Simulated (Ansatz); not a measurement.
# GePHCl (quartet): wave-function methods side by side at a displaced geometry (v1), cc-pVDZ

The task here is to estimate one member of a computed series from the others.

Program: Ansatz 0.2.0, Gaussian basis. Level of theory: cc-pVDZ, core rule «outside noble gas», up to 24 orbitals frozen. These are calculated values, not measurements.

Plan: UHF; CCSD(T) on ROHF; CCSD(T) on UHF; BCCD(T) on ROHF; CISD as a restricted active space (open shells left free, so some higher excitations enter); CCSDT(Q) on ROHF; CCSDT(Q) on UHF.

30 further runs of the same task are left out: 6 for a known fault of the program, 13 that didn't finish, 11 set aside as unsound or not needed. Runs told in other sessions of the task aren't counted.

**What is computed**

The geometry is a PBE0/def2-TZVP stationary point (not a proven minimum) with its atoms shifted at random (size 0.040 Å). No spin-orbit coupling is included. The filled d shell of Ge may be among the frozen orbitals whatever the setting's name suggests.

4 atoms, charge 0, spin multiplicity 4.

Atoms are counted from 1 here; the program's logs count them from 0.

Bond lengths: Cl1–Ge2 2.177 Å, Ge2–P3 2.401 Å, P3–H4 1.324 Å. Angles: Cl1–Ge2–P3 111.1°, Ge2–P3–H4 99.5°.

Set-up of the first run:

in.yaml reads:

```yaml
crystal:
  periodic: [false, false, false]
  atoms:
    - {symbol: Cl, position_ang: [0.005510, -0.725935, 1.750603]}
    - {symbol: Ge, position_ang: [-0.000210, 0.620856, 0.040220]}
    - {symbol: P, position_ang: [-0.046579, -0.603243, -2.024308]}
    - {symbol: H, position_ang: [1.252655, -0.672336, -2.267320]}
basis:
  gaussian: {orbitals: cc-pVDZ}
magnetization: {spin_polarized: true, initial_magnetization: 3}
hamiltonian: {xc: hf}
output: {orbitals: {seedname: orbitals}}
```

The run is started by

```bash
$ ansatz run in.yaml --threads 1 --pin off --events-out ev --progress --plain --max-ram 2393MiB
```

Steps of the session up to this table: UHF; CCSD(T) on ROHF; CCSD(T) on UHF; BCCD(T) on ROHF; CISD as a restricted active space (open shells left free, so some higher excitations enter); CCSDT(Q) on ROHF; CCSDT(Q) on UHF.

One of the session's tables, all rows but one given; the rest of the session is left out.

It belongs to the step «Misses and costs». 

| method | from UCCSDT(Q) (kcal/mol) |
| --- | --- |
| ROHF | +217.60 |
| UHF | +211.72 |
| RMP2 | +33.36 |
| UMP2 | +33.81 |
| RCCSD | +7.70 |
| UCCSD | +7.31 |
| RCCSD(T) | +1.59 |
| UCCSD(T) | +1.43 |
| BCCD(T) | ? |
| RCCSDT | +0.68 |
| UCCSDT | +0.50 |
| RCCSDT(Q) | +0.20 |
| UCCSDT(Q) | 0 |

**Question.** Estimate the row for BCCD(T).

As computed: from UCCSDT(Q) (kcal/mol): +1.54. In the column «from UCCSDT(Q) (kcal/mol)» it lies between UCCSD(T) (+1.43) and RCCSD(T) (+1.59).

Not comparable, so not listed: CISD as a restricted active space (open shells left free, so some higher excitations enter) (they don't share determinant, frozen orbitals or solution with the rows shown, or repeat one).

Caveats from the session: Restricted and unrestricted rows rest on different reference determinants; a gap between their highest levels can come from leftover correlation error, from unlike frozen cores or from another state.
